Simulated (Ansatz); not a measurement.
Consider a rigid torsion scan of ClGeH3O2, SMILES [OH][GeH]([OH])[Cl] (the Python package of Ansatz (0.2.0)).

`torsion_clgeh3o2.py`:
```python
# -*- coding: utf-8 -*-
"""Rigid torsion scan of ClGeH3O2."""

import warnings

import ansatz as az
from ase import Atoms

BASIS_SET = "def2-SVP"
FUNCTIONAL = "pbe"
FORCE_TOL = 0.02


def main():
    warnings.simplefilter("ignore", az.DeckWarning)

    atoms = Atoms(["O", "Ge", "O", "Cl", "H", "H", "H"], positions=[
        (-0.1166, 1.3138, -0.7213),
        (-0.1068, -0.089, 0.3191),
        (1.5244, -0.7509, 0.3081),
        (-1.4076, -1.5713, -0.4263),
        (-1.0934, 1.6801, -0.6672),
        (-0.5012, 0.3261, 1.7634),
        (1.7623, -0.9768, -0.6215),
    ])

    # relax first, so that the scan starts from a minimum
    first = (
        az.Crystal.molecule_from_ase(atoms).calculation()
        .basis(gaussian=BASIS_SET)
        .functional(FUNCTIONAL)
        .relax(force_tolerance=FORCE_TOL, max_steps=80)
    )
    atoms.positions = first.run(threads=1).report["positions_ang"]

    start = atoms.get_dihedral(0, 1, 2, 6)
    energies = {}
    for turn in range(0, 360, 40):
        turned = atoms.copy()
        turned.set_dihedral(0, 1, 2, 6, start + turn, indices=[2, 6])
        model = (
            az.Crystal.molecule_from_ase(turned).calculation()
            .basis(gaussian=BASIS_SET)
            .functional(FUNCTIONAL)
        )
        energies[round((start + turn) % 360)] = model.run(threads=1).report["free_energy_ev"]
    floor = min(energies.values())
    print("dihedral O0-Ge1-O2-H6 (deg)   E - E(min) (eV)")
    for angle, e in sorted(energies.items()):
        print(f"{angle:8d} {(e - floor):14.3f}  " + "#" * int(30 * (e - floor) / max(max(energies.values()) - floor, 1e-9)))


if __name__ == "__main__":
    main()
```

Where along the turn do the lowest and the highest point lie, and how far apart are they?

The lowest point is at 314° and the highest at 74°, 0.166 eV (16.0 kJ/mol) above it, with the rest of the molecule held.

The output:

Output of `python torsion_clgeh3o2.py`:
```text
dihedral O0-Ge1-O2-H6 (deg)   E - E(min) (eV)
      34          0.136  ########################
      74          0.166  ##############################
     114          0.136  ########################
     154          0.114  ####################
     194          0.123  ######################
     234          0.102  ##################
     274          0.036  ######
     314          0.000
     354          0.045  ########
```

The scan is rigid and the energies are electronic, in a modest basis. With rigid groups the curve can differ much from the relaxed path, the start wasn't checked as a minimum of this torsion, and equivalent turns needn't return to the same energy. Finished in 62 s on 1 thread of Arm Neoverse V1 (shared host), peak memory 0.2 GiB.
